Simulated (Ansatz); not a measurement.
# CH9NSi2: small, medium and large basis sets

Aim: see how fast density functionals converge with the basis set for CH9NSi2.

Program: Ansatz 0.2.0, Gaussian basis. Level of theory: one geometry, several basis sets. These are calculated values, not measurements.

Plan: PBE0-D4/def2-SVP; ωB97M-V/def2-SVP; PBE0-D4/def2-QZVPP; ωB97M-V/def2-QZVPP; the functionals' def2-TZVPP values are taken from earlier runs.

## (1) The geometry

All runs share one geometry, relaxed beforehand with PBE0-D4 in a triple-zeta def2 set.

SMILES `C[SiH2]N[SiH3]`, 13 atoms, charge 0, spin multiplicity 1.

Atoms are counted from 1 here; the program's logs count them from 0.

Bond lengths: C1–Si2 1.865 Å, C1–H5 1.094 Å, C1–H6 1.093 Å, C1–H7 1.093 Å, Si2–N3 1.730 Å, Si2–H8 1.491 Å, Si2–H9 1.487 Å, N3–Si4 1.724 Å, N3–H10 1.011 Å, Si4–H11 1.485 Å, Si4–H12 1.489 Å, Si4–H13 1.491 Å. Angles: Si2–C1–H5 110.6°, Si2–C1–H6 110.9°, Si2–C1–H7 111.0°, H5–C1–H6 108.4°, H5–C1–H7 107.8°, H6–C1–H7 108.1°, C1–Si2–N3 112.8°, C1–Si2–H8 108.4°, C1–Si2–H9 110.4°, N3–Si2–H8 110.2°, N3–Si2–H9 106.2°, H8–Si2–H9 108.9°, Si2–N3–Si4 128.4°, Si2–N3–H10 115.9°, Si4–N3–H10 115.5°, N3–Si4–H11 108.1°, N3–Si4–H12 109.9°, N3–Si4–H13 113.5° and more.

## (2) PBE0-D4 in def2-SVP

Contents of in.yaml:

```yaml
crystal:
  periodic: [false, false, false]
  atoms:
    - {symbol: C, position_ang: [0.548001, 2.005631, -0.681351]}
    - {symbol: Si, position_ang: [-0.416875, 0.418274, -0.851619]}
    - {symbol: N, position_ang: [0.330677, -0.910909, -0.035372]}
    - {symbol: Si, position_ang: [-0.254705, -1.802552, 1.318643]}
    - {symbol: H, position_ang: [0.048785, 2.818685, -1.215852]}
    - {symbol: H, position_ang: [0.644664, 2.292387, 0.368417]}
    - {symbol: H, position_ang: [1.553205, 1.899693, -1.098169]}
    - {symbol: H, position_ang: [-0.565391, 0.112123, -2.303696]}
    - {symbol: H, position_ang: [-1.769177, 0.566779, -0.250928]}
    - {symbol: H, position_ang: [1.189559, -1.253438, -0.443131]}
    - {symbol: H, position_ang: [-1.238649, -0.954575, 2.037765]}
    - {symbol: H, position_ang: [0.874340, -2.146092, 2.226011]}
    - {symbol: H, position_ang: [-0.924132, -3.080705, 0.944082]}
basis:
  gaussian: {orbitals: def2-SVP}
hamiltonian: {xc: pbe0, dispersion: d4}
output: {orbitals: {seedname: orbitals}}
```

Further steps of the session: ωB97M-V in def2-SVP; PBE0-D4 in def2-QZVPP; ωB97M-V in def2-QZVPP.

Before running them: what should the planned runs give, taken together? Wanted: PBE0-D4: double and triple zeta above quadruple; ωB97M-V: double and triple zeta above quadruple.

**Answer**, as computed:

| quantity | value |
| --- | --- |
| PBE0-D4: double and triple zeta above quadruple | 9.47, 0.72 eV |
| ωB97M-V: double and triple zeta above quadruple | 9.64, 0.67 eV |

What this shows: PBE0-D4 gains 8.75 eV from double to triple zeta, then 0.72 eV more. Total energies overstate the basis error of differences, where much of it tends to cancel. The LUMO of ωB97M-V is positive and keeps falling with the basis (2.56 to 1.29 eV): an unbound level that the basis holds in place.
